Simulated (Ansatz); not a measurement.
**C₂H₇AlO₂: one molecule under many settings**

How do the results and run time of C₂H₇AlO₂ respond when the settings are drawn wide?

Method: the settings change from run to run; program: Ansatz 0.2.0, Gaussian basis.

### 1 The molecule

An earlier PBE0-D4 in a triple-zeta def2 set relaxation fixed the geometry.

12 atoms, charge 0, spin multiplicity 1.

Atoms are counted from 1 here; the program's logs count them from 0.

Bond lengths: C1–O2 1.393 Å, C1–H6 1.095 Å, C1–H7 1.097 Å, C1–H8 1.095 Å, O2–Al3 1.679 Å, Al3–O4 1.679 Å, Al3–H9 1.565 Å, O4–C5 1.393 Å, C5–H10 1.095 Å, C5–H11 1.095 Å, C5–H12 1.097 Å. Angles: O2–C1–H6 110.3°, O2–C1–H7 112.8°, O2–C1–H8 110.2°, H6–C1–H7 107.9°, H6–C1–H8 107.8°, H7–C1–H8 107.8°, C1–O2–Al3 140.8°, O2–Al3–O4 123.8°, O2–Al3–H9 118.1°, O4–Al3–H9 118.1°, Al3–O4–C5 140.8°, O4–C5–H10 110.2°, O4–C5–H11 110.3°, O4–C5–H12 112.8°, H10–C5–H11 107.8°, H10–C5–H12 107.8°, H11–C5–H12 107.9°.

### 2 PBE/def2-TZVP

This run has a grid of angular degree 47, D4 dispersion.

The input, in.yaml:

```yaml
crystal:
  periodic: [false, false, false]
  atoms:
    - {symbol: C, position_ang: [-1.929809, -0.759707, 0.109302]}
    - {symbol: O, position_ang: [-0.755220, -1.417920, 0.466641]}
    - {symbol: Al, position_ang: [0.904015, -1.171026, 0.536706]}
    - {symbol: O, position_ang: [1.655745, 0.254709, 0.066599]}
    - {symbol: C, position_ang: [1.356354, 1.512363, -0.452335]}
    - {symbol: H, position_ang: [-2.421375, -1.282520, -0.718224]}
    - {symbol: H, position_ang: [-1.756806, 0.277473, -0.203272]}
    - {symbol: H, position_ang: [-2.625719, -0.743808, 0.954836]}
    - {symbol: H, position_ang: [1.801166, -2.336553, 1.070395]}
    - {symbol: H, position_ang: [1.911716, 1.679297, -1.381439]}
    - {symbol: H, position_ang: [1.648086, 2.294811, 0.256509]}
    - {symbol: H, position_ang: [0.288846, 1.637780, -0.671620]}
basis:
  gaussian: {orbitals: def2-TZVP, final_grid: {core_spheres: 20, valence_spheres: 16, degree: 47}}
hamiltonian: {xc: {name: PBE}, dispersion: d4}
output: {forces: true}
```

Launch:

```sh
> ansatz run in.yaml --threads 4 --pin off --events-out ev --progress --plain --max-ram 10444MiB
```

Log, shortened:

```text
Functional definition: PBE
  name "PBE"
  cite "Perdew, Burke & Ernzerhof, Phys. Rev. Lett. 77, 3865 (1996) doi:10.1103/PhysRevLett.77.3865"
  parent pbe
[...]
1229 factors; their error is unknown
[...]
mean field -12872.76041228 eV, -473.0652196807 hartree, gradient 5.3e-5 eV, S^2 0.000000; 0 other end points of the search recorded, 0 dependent functions left out
[...]
reference -12872.76046231 eV, -473.0652215195 hartree; 24, 24 occupied and 179, 179 virtual orbitals, 1229 factors
Total energy: -12872.95877684 eV, -473.0725094440 hartree
Atom 0 at    -1.929809    -0.759707     0.109302 Å, force    -0.161772     0.114022    -0.057263 eV/Å
Atom 1 at    -0.755220    -1.417920     0.466641 Å, force     0.006233    -0.350334     0.130361 eV/Å
Atom 2 at     0.904015    -1.171026     0.536706 Å, force     0.165919    -0.216117     0.098373 eV/Å
Atom 3 at     1.655745     0.254709     0.066599 Å, force     0.348193    -0.109243     0.080025 eV/Å
Atom 4 at     1.356354     1.512363    -0.452335 Å, force    -0.064047     0.179452    -0.077157 eV/Å
Atom 5 at    -2.421375    -1.282520    -0.718224 Å, force    -0.135846    -0.117852    -0.201045 eV/Å
Atom 6 at    -1.756806     0.277473    -0.203272 Å, force     0.014758     0.256716    -0.081137 eV/Å
Atom 7 at    -2.625719    -0.743808     0.954836 Å, force    -0.185470     0.010148     0.197131 eV/Å
Atom 8 at     1.801166    -2.336553     1.070395 Å, force     0.067861    -0.088177     0.040411 eV/Å
Atom 9 at     1.911716     1.679297    -1.381439 Å, force     0.131678     0.059030    -0.228123 eV/Å
Atom 10 at     1.648086     2.294811     0.256509 Å, force     0.068281     0.205252     0.160583 eV/Å
Atom 11 at     0.288846     1.637780    -0.671620 Å, force    -0.255789     0.057103    -0.062157 eV/Å
Dipole moment:    -0.221968     0.288645    -0.131868 e Å
```

It took 2.6 s on 4 threads of Arm Neoverse V2, shared host.

Largest force 0.374 eV/Å, dipole 1.86 D.

### 3 RPA/def2-TZVPP

Edit in.yaml of step 2 so:

```diff
@@ -16,4 +16,4 @@
 basis:
-  gaussian: {orbitals: def2-TZVP, final_grid: {core_spheres: 20, valence_spheres: 16, degree: 47}}
-hamiltonian: {xc: {name: PBE}, dispersion: d4}
-output: {forces: true}
+  gaussian: {orbitals: def2-TZVPP}
+hamiltonian: {xc: {name: HSE06}}
+correlation: {method: rpa}
```

Same command.

Log, shortened:

```text
Functional definition: HSE06
  name "HSE06"
  cite "Heyd, Scuseria & Ernzerhof, J. Chem. Phys. 118, 8207 (2003) doi:10.1063/1.1564060"
  cite "Krukau, Vydrov, Izmaylov & Scuseria, J. Chem. Phys. 125, 224106 (2006) doi:10.1063/1.2404663"
  cite "Heyd & Scuseria, J. Chem. Phys. 120, 7274 (2004) doi:10.1063/1.1668634"
  cite "Ernzerhof & Perdew, J. Chem. Phys. 109, 3313 (1998) doi:10.1063/1.476928"
  cite "Perdew, Burke & Ernzerhof, Phys. Rev. Lett. 77, 3865 (1996) doi:10.1103/PhysRevLett.77.3865"
  parent pbe
[...]
  # The whole range is PBE's own exchange, as in plane waves. The composition of these papers is wPBEh.
[...]
1572 factors; integrals over basis functions are off by at most 1.1e-3 eV
124 factors; integrals over basis functions are off by at most 5.5e-7 eV
[...]
mean field -12873.36044088 eV, -473.0872703253 hartree, gradient 2.3e-6 eV, S^2 0.000000; 0 other end points of the search recorded, 0 dependent functions left out
9 core orbitals not correlated: weight in the atoms' cores, before any rotation towards them, 1.000 or more for the frozen orbitals, at most 0.000 for the correlated occupied ones
reference -12833.32611438 eV, -471.6160359627 hartree; 15, 15 occupied and 240, 240 virtual orbitals, 1572 factors
Total energy: -12870.52018367 eV, -472.9828927981 hartree
```

Wall time 5.5 s (4 threads of Arm Neoverse V2, shared host); peak memory 0.72 GiB.

### 4 RPBE/x2c-TZVPPall

Options: D3(BJ) with three-body dispersion, high accuracy, the search for lower states set to off.

Edit in.yaml of step 3 so:

```diff
@@ -16,4 +16,5 @@
 basis:
-  gaussian: {orbitals: def2-TZVPP}
-hamiltonian: {xc: {name: HSE06}}
-correlation: {method: rpa}
+  gaussian: {orbitals: x2c-TZVPPall}
+hamiltonian: {xc: {name: RPBE}, dispersion: d3bjatm}
+accuracy: high
+scf: {lower_state_search: off}
```

The command is unchanged.

Log, shortened:

```text
Functional definition: RPBE
  name "RPBE"
  cite "Hammer, Hansen & Nørskov, Phys. Rev. B 59, 7413 (1999) doi:10.1103/PhysRevB.59.7413"
  cite "Perdew, Burke & Ernzerhof, Phys. Rev. Lett. 77, 3865 (1996) doi:10.1103/PhysRevLett.77.3865"
[...]
4729 factors; integrals over basis functions are off by at most 3.5e-8 eV
[...]
mean field -12898.91414058 eV, -474.0263514684 hartree, gradient 4.9e-8 eV, S^2 0.000000; 0 other end points of the search recorded, 0 dependent functions left out
reference -12898.91414528 eV, -474.0263516412 hartree; 24, 24 occupied and 240, 240 virtual orbitals, 4729 factors
Total energy: -12899.90119223 eV, -474.0626249472 hartree
Relativity: scalar
Checks for a lower state left out: stability, starts, cluster_reference, orbital_swaps, neighbouring_geometries, increment
```

Run time: 9.5 s. Hardware: 4 threads of Arm Neoverse V2, shared host; peak memory 1.4 GiB.

### 5 LC-wPBE/cc-pVTZ

Options: atoms shaken by 0.15 Å, the search for lower states set to full.

The input, in.yaml:

```yaml
crystal:
  periodic: [false, false, false]
  atoms:
    - {symbol: C, position_ang: [-1.915422, -0.774686, 0.315418]}
    - {symbol: O, position_ang: [-0.856939, -1.390827, 0.445097]}
    - {symbol: Al, position_ang: [0.973143, -1.417356, 0.810693]}
    - {symbol: O, position_ang: [1.836813, 0.138543, 0.237230]}
    - {symbol: C, position_ang: [1.288965, 1.567040, -0.448009]}
    - {symbol: H, position_ang: [-2.353742, -1.319688, -0.879736]}
    - {symbol: H, position_ang: [-1.589726, 0.255623, -0.197122]}
    - {symbol: H, position_ang: [-2.357223, -0.616373, 0.952160]}
    - {symbol: H, position_ang: [2.011522, -2.372991, 1.223818]}
    - {symbol: H, position_ang: [1.763684, 1.697906, -1.282377]}
    - {symbol: H, position_ang: [1.591138, 2.157949, 0.460457]}
    - {symbol: H, position_ang: [0.148269, 1.851415, -0.868763]}
basis:
  gaussian: {orbitals: cc-pVTZ}
hamiltonian: {xc: {name: LC-wPBE}}
scf: {lower_state_search: full}
output: {forces: true}
```

The command is unchanged.

Log, shortened:

```text
Functional definition: LC-wPBE
  name "LC-wPBE"
  cite "Vydrov & Scuseria, J. Chem. Phys. 125, 234109 (2006) doi:10.1063/1.2409292"
  cite "Heyd & Scuseria, J. Chem. Phys. 120, 7274 (2004) doi:10.1063/1.1668634"
  cite "Ernzerhof & Perdew, J. Chem. Phys. 109, 3313 (1998) doi:10.1063/1.476928"
  cite "Perdew, Burke & Ernzerhof, Phys. Rev. Lett. 77, 3865 (1996) doi:10.1103/PhysRevLett.77.3865"
  parent pbe
[...]
1355 factors; their error is unknown
454 factors; integrals over basis functions are off by at most 2.8e-5 eV
[...]
mean field -12869.93067714 eV, -472.9612288327 hartree, gradient 7.9e-5 eV, S^2 0.000000; 0 other end points of the search recorded, 0 dependent functions left out
[...]
reference -12869.93067715 eV, -472.9612288330 hartree; 24, 24 occupied and 228, 228 virtual orbitals, 1355 factors
Total energy: -12869.93067715 eV, -472.9612288330 hartree
[...]
Atom 2 at     0.973143    -1.417356     0.810693 Å, force    -2.875133     4.643137    -2.767694 eV/Å
Atom 3 at     1.836813     0.138543     0.237230 Å, force    -3.191144     0.650548    -1.275807 eV/Å
Atom 4 at     1.288965     1.567040    -0.448009 Å, force    -3.802201    -2.255299     6.468763 eV/Å
Atom 5 at    -2.353742    -1.319688    -0.879736 Å, force    -0.477801     1.636633     3.854849 eV/Å
Atom 6 at    -1.589726     0.255623    -0.197122 Å, force    -1.538568    -1.015140     1.116403 eV/Å
Atom 7 at    -2.357223    -0.616373     0.952160 Å, force   -15.466526     4.329256    20.469905 eV/Å
Atom 8 at     2.011522    -2.372991     1.223818 Å, force     0.651056    -1.359953     0.647069 eV/Å
Atom 9 at     1.763684     1.697906    -1.282377 Å, force     3.823712     0.571560    -4.393201 eV/Å
Atom 10 at     1.591138     2.157949     0.460457 Å, force    -0.517629     0.067699    -1.669972 eV/Å
Atom 11 at     0.148269     1.851415    -0.868763 Å, force     2.501193    -1.729926     2.052010 eV/Å
Dipole moment:     0.004224     0.055402     0.169739 e Å
```

Wall time 2.7 s (4 threads of Arm Neoverse V2, shared host).

Largest force 29.710 eV/Å, dipole 0.86 D.

### 6 B97/def2-SVPD

Set apart from the defaults: atoms shaken by 0.15 Å.

The input, in.yaml:

```yaml
crystal:
  periodic: [false, false, false]
  atoms:
    - {symbol: C, position_ang: [-1.708980, -0.945330, -0.021279]}
    - {symbol: O, position_ang: [-0.617773, -1.495783, 0.529103]}
    - {symbol: Al, position_ang: [0.628964, -1.268990, 0.660376]}
    - {symbol: O, position_ang: [1.321232, 0.215681, 0.112711]}
    - {symbol: C, position_ang: [1.063635, 1.193697, -0.435508]}
    - {symbol: H, position_ang: [-2.634867, -1.184423, -0.683224]}
    - {symbol: H, position_ang: [-1.711800, 0.094180, -0.030359]}
    - {symbol: H, position_ang: [-2.476156, -0.693881, 0.749114]}
    - {symbol: H, position_ang: [1.818123, -2.567485, 1.408464]}
    - {symbol: H, position_ang: [1.938922, 1.619126, -1.413866]}
    - {symbol: H, position_ang: [1.521874, 2.287104, 0.221812]}
    - {symbol: H, position_ang: [0.141609, 1.828880, -0.959249]}
basis:
  gaussian: {orbitals: def2-SVPD}
hamiltonian: {xc: {name: B97}}
```

The command is unchanged.

Log, shortened:

```text
Functional definition: B97
  name "B97"
  cite "Becke, J. Chem. Phys. 107, 8554 (1997) doi:10.1063/1.475007"
[...]
      + integral(e_c_pw_opposite_spin*poly(b97_u_opposite, cos0, cos1, cos2))
1394 factors; their error is unknown
[...]
mean field -12860.03396562 eV, -472.5975313925 hartree, gradient 3.1e-5 eV, S^2 0.000000; 0 other end points of the search recorded, 0 dependent functions left out
reference -12860.03400191 eV, -472.5975327259 hartree; 24, 24 occupied and 142, 142 virtual orbitals, 1394 factors
Total energy: -12860.03400191 eV, -472.5975327259 hartree
```

It took 3.1 s on 4 threads of Arm Neoverse V2, shared host.

### 7 BHLYP/def2-mTZVP

This run has a grid of angular degree 47, D4 dispersion, the search for lower states set to full.

The input, in.yaml:

```yaml
crystal:
  periodic: [false, false, false]
  atoms:
    - {symbol: C, position_ang: [-1.929809, -0.759707, 0.109302]}
    - {symbol: O, position_ang: [-0.755220, -1.417920, 0.466641]}
    - {symbol: Al, position_ang: [0.904015, -1.171026, 0.536706]}
    - {symbol: O, position_ang: [1.655745, 0.254709, 0.066599]}
    - {symbol: C, position_ang: [1.356354, 1.512363, -0.452335]}
    - {symbol: H, position_ang: [-2.421375, -1.282520, -0.718224]}
    - {symbol: H, position_ang: [-1.756806, 0.277473, -0.203272]}
    - {symbol: H, position_ang: [-2.625719, -0.743808, 0.954836]}
    - {symbol: H, position_ang: [1.801166, -2.336553, 1.070395]}
    - {symbol: H, position_ang: [1.911716, 1.679297, -1.381439]}
    - {symbol: H, position_ang: [1.648086, 2.294811, 0.256509]}
    - {symbol: H, position_ang: [0.288846, 1.637780, -0.671620]}
basis:
  gaussian: {orbitals: def2-mTZVP, final_grid: {core_spheres: 20, valence_spheres: 16, degree: 47}}
hamiltonian: {xc: {name: BHLYP}, dispersion: d4}
scf: {lower_state_search: full}
output: {forces: true}
```

The command is unchanged.

Log, shortened:

```text
Functional definition: BHLYP
  name "BHLYP"
  cite "Becke, J. Chem. Phys. 98, 1372 (1993) doi:10.1063/1.464304"
  cite "Becke, Phys. Rev. A 38, 3098 (1988) doi:10.1103/PhysRevA.38.3098"
  cite "Lee, Yang & Parr, Phys. Rev. B 37, 785 (1988) doi:10.1103/PhysRevB.37.785"
[...]
1223 factors; integrals over basis functions are off by at most 1.0e-3 eV
[...]
mean field -12880.15498500 eV, -473.3369652163 hartree, gradient 2.8e-5 eV, S^2 0.000000; 0 other end points of the search recorded, 0 dependent functions left out
[...]
reference -12880.15519387 eV, -473.3369728918 hartree; 24, 24 occupied and 105, 105 virtual orbitals, 1223 factors
Total energy: -12880.39209524 eV, -473.3456788567 hartree
Atom 0 at    -1.929809    -0.759707     0.109302 Å, force    -0.287401     0.096189    -0.065843 eV/Å
Atom 1 at    -0.755220    -1.417920     0.466641 Å, force     0.131834     0.113601    -0.026140 eV/Å
Atom 2 at     0.904015    -1.171026     0.536706 Å, force     0.030169    -0.039839     0.017379 eV/Å
Atom 3 at     1.655745     0.254709     0.066599 Å, force    -0.152122    -0.085841     0.013991 eV/Å
Atom 4 at     1.356354     1.512363    -0.452335 Å, force    -0.009151     0.289140    -0.110559 eV/Å
Atom 5 at    -2.421375    -1.282520    -0.718224 Å, force     0.153316     0.161631     0.250602 eV/Å
Atom 6 at    -1.756806     0.277473    -0.203272 Å, force    -0.026859    -0.308188     0.096207 eV/Å
Atom 7 at    -2.625719    -0.743808     0.954836 Å, force     0.215245    -0.002642    -0.257972 eV/Å
Atom 8 at     1.801166    -2.336553     1.070395 Å, force    -0.099739     0.129561    -0.059236 eV/Å
Atom 9 at     1.911716     1.679297    -1.381439 Å, force    -0.172568    -0.053650     0.284352 eV/Å
Atom 10 at     1.648086     2.294811     0.256509 Å, force    -0.093124    -0.240232    -0.215184 eV/Å
Atom 11 at     0.288846     1.637780    -0.671620 Å, force     0.310401    -0.059729     0.072404 eV/Å
Dipole moment:    -0.241180     0.313635    -0.143264 e Å
```

Wall time 2.4 s (4 threads of Arm Neoverse V2, shared host).

Largest force 0.337 eV/Å, dipole 2.02 D.

### 8 wB97/6-31++G**

Options: high accuracy.

Edit in.yaml of step 7 so:

```diff
@@ -16,5 +16,4 @@
 basis:
-  gaussian: {orbitals: def2-mTZVP, final_grid: {core_spheres: 20, valence_spheres: 16, degree: 47}}
-hamiltonian: {xc: {name: BHLYP}, dispersion: d4}
-scf: {lower_state_search: full}
-output: {forces: true}
+  gaussian: {orbitals: "6-31++G**"}
+hamiltonian: {xc: {name: wB97}}
+accuracy: high
```

The command is unchanged.

Log, shortened:

```text
Functional definition: wB97
  name "wB97"
  cite "Chai & Head-Gordon, J. Chem. Phys. 128, 084106 (2008) doi:10.1063/1.2834918"
  cite "Becke, J. Chem. Phys. 107, 8554 (1997) doi:10.1063/1.475007"
[...]
  # The coefficients of nought are those of the uniform gas.
[...]
      + integral(e_c_pw_opposite_spin*poly(b97_u_opposite, 1, cos1, cos2, cos3, cos4))
3018 factors; integrals over basis functions are off by at most 3.9e-9 eV
819 factors; integrals over basis functions are off by at most 2.6e-9 eV
[...]
mean field -12879.84782403 eV, -473.3256772586 hartree, gradient 8.2e-8 eV, S^2 0.000000; 0 other end points of the search recorded, 0 dependent functions left out
reference -12879.84782158 eV, -473.3256771688 hartree; 24, 24 occupied and 117, 117 virtual orbitals, 3018 factors
Total energy: -12879.84782158 eV, -473.3256771688 hartree
```

Run time: 13 s. Hardware: 4 threads of Arm Neoverse V2, shared host; peak memory 0.92 GiB.

### 9 B2PLYP/x2c-TZVPPall

Options: coordinates scaled by 1.05, the search for lower states set to light.

The input, in.yaml:

```yaml
crystal:
  periodic: [false, false, false]
  atoms:
    - {symbol: C, position_ang: [-2.026300, -0.797692, 0.114767]}
    - {symbol: O, position_ang: [-0.792981, -1.488816, 0.489973]}
    - {symbol: Al, position_ang: [0.949216, -1.229577, 0.563542]}
    - {symbol: O, position_ang: [1.738533, 0.267444, 0.069929]}
    - {symbol: C, position_ang: [1.424172, 1.587981, -0.474952]}
    - {symbol: H, position_ang: [-2.542444, -1.346647, -0.754136]}
    - {symbol: H, position_ang: [-1.844646, 0.291346, -0.213435]}
    - {symbol: H, position_ang: [-2.757004, -0.780999, 1.002578]}
    - {symbol: H, position_ang: [1.891224, -2.453381, 1.123915]}
    - {symbol: H, position_ang: [2.007302, 1.763262, -1.450511]}
    - {symbol: H, position_ang: [1.730490, 2.409552, 0.269334]}
    - {symbol: H, position_ang: [0.303288, 1.719668, -0.705201]}
basis:
  gaussian: {orbitals: x2c-TZVPPall}
hamiltonian: {xc: {name: B2PLYP}}
scf: {lower_state_search: light}
```

Same command.

Log, shortened:

```text
Functional definition: B2PLYP
  name "B2PLYP"
  cite "Grimme, J. Chem. Phys. 124, 034108 (2006) doi:10.1063/1.2148954"
  cite "Becke, Phys. Rev. A 38, 3098 (1988) doi:10.1103/PhysRevA.38.3098"
  cite "Lee, Yang & Parr, Phys. Rev. B 37, 785 (1988) doi:10.1103/PhysRevB.37.785"
[...]
1570 factors; integrals over basis functions are off by at most 1.3e-3 eV
[...]
mean field -12883.14727960 eV, -473.4469300144 hartree, gradient 3.3e-6 eV, S^2 0.000000; 0 other end points of the search recorded, 0 dependent functions left out
9 core orbitals not correlated: weight in the atoms' cores, before any rotation towards them, 1.000 or more for the frozen orbitals, at most 0.000 for the correlated occupied ones
reference -12883.14748695 eV, -473.4469376345 hartree; 15, 15 occupied and 240, 240 virtual orbitals, 1570 factors
second order -30.18561085 eV of doubles, -0.00000000 eV of singles
Total energy: -12891.29760188 eV, -473.7464488338 hartree
Relativity: scalar
```

It took 4.2 s on 4 threads of Arm Neoverse V2, shared host; peak memory 0.66 GiB.

### 10 r2SCAN50/ANO-RCC-VTZP

Set apart from the defaults: the search for lower states set to full.

The input, in.yaml:

```yaml
crystal:
  periodic: [false, false, false]
  atoms:
    - {symbol: C, position_ang: [-1.929809, -0.759707, 0.109302]}
    - {symbol: O, position_ang: [-0.755220, -1.417920, 0.466641]}
    - {symbol: Al, position_ang: [0.904015, -1.171026, 0.536706]}
    - {symbol: O, position_ang: [1.655745, 0.254709, 0.066599]}
    - {symbol: C, position_ang: [1.356354, 1.512363, -0.452335]}
    - {symbol: H, position_ang: [-2.421375, -1.282520, -0.718224]}
    - {symbol: H, position_ang: [-1.756806, 0.277473, -0.203272]}
    - {symbol: H, position_ang: [-2.625719, -0.743808, 0.954836]}
    - {symbol: H, position_ang: [1.801166, -2.336553, 1.070395]}
    - {symbol: H, position_ang: [1.911716, 1.679297, -1.381439]}
    - {symbol: H, position_ang: [1.648086, 2.294811, 0.256509]}
    - {symbol: H, position_ang: [0.288846, 1.637780, -0.671620]}
basis:
  gaussian: {orbitals: ANO-RCC-VTZP}
hamiltonian: {xc: {name: r2SCAN50}}
scf: {lower_state_search: full}
```

Same command.

Log, shortened:

```text
Functional definition: r2SCAN50
  name "r2SCAN50"
  cite "Bursch, Neugebauer, Ehlert & Grimme, J. Chem. Phys. 156, 134105 (2022) doi:10.1063/5.0086040"
  cite "Furness, Kaplan, Ning, Perdew & Sun, J. Phys. Chem. Lett. 11, 8208 (2020) doi:10.1021/acs.jpclett.0c02405"
  cite "Furness, Kaplan, Ning, Perdew & Sun, J. Phys. Chem. Lett. 11, 9248 (2020) doi:10.1021/acs.jpclett.0c03077"
  parent r2scan
[...]
1854 factors; their error is unknown
[...]
mean field -12894.09817428 eV, -473.8493679713 hartree, gradient 2.7e-5 eV, S^2 0.000000; 0 other end points of the search recorded, 0 dependent functions left out
reference -12894.09818925 eV, -473.8493685211 hartree; 24, 24 occupied and 228, 228 virtual orbitals, 1854 factors
Total energy: -12894.09818925 eV, -473.8493685211 hartree
Relativity: scalar
```

Wall time 8 s (4 threads of Arm Neoverse V2, shared host); peak memory 0.68 GiB.

### 11 All runs side by side

```
                level  charge  multiplicity  geometry  functions  energy (eV)   time
        PBE/def2-TZVP       0             1   relaxed        203   -12872.959  2.6 s
       RPA/def2-TZVPP       0             1   relaxed        264   -12870.520  5.5 s
    RPBE/x2c-TZVPPall       0             1   relaxed        264   -12899.901  9.5 s
      LC-wPBE/cc-pVTZ       0             1    shaken        252   -12869.931  2.7 s
        B97/def2-SVPD       0             1    shaken        166   -12860.034  3.1 s
     BHLYP/def2-mTZVP       0             1   relaxed        129   -12880.392  2.4 s
       wB97/6-31++G**       0             1   relaxed        141   -12879.848   13 s
  B2PLYP/x2c-TZVPPall       0             1    scaled        264   -12891.298  4.2 s
r2SCAN50/ANO-RCC-VTZP       0             1   relaxed        252   -12894.098    8 s
```

### 12 What came out

| quantity | value |
| --- | --- |
| runs | 9 |
| quickest | BHLYP/def2-mTZVP, 2.4 s |
| slowest | wB97/6-31++G**, 13 s |
| spread of total energies, same state and geometry | 29.4 eV |
| dipole, same state and geometry | 1.86 to 2.02 D |

What this shows: wB97/6-31++G** took 5 times as long as BHLYP/def2-mTZVP. The jobs differ in tasks and options as well as level. The totals spread over 29 eV; they can't be compared across methods or bases. Some of these runs are scalar-relativistic and others not, which shifts the totals of all-electron atoms past neon by eV; core potentials, where a basis has them, take the core out of the total altogether. At the PBE0-D4/def2-TZVP geometry and in the same state, runs without warnings or point charges leave forces up to 0.37 eV/Å (PBE/def2-TZVP), against 29.7 eV/Å where the atoms were moved.
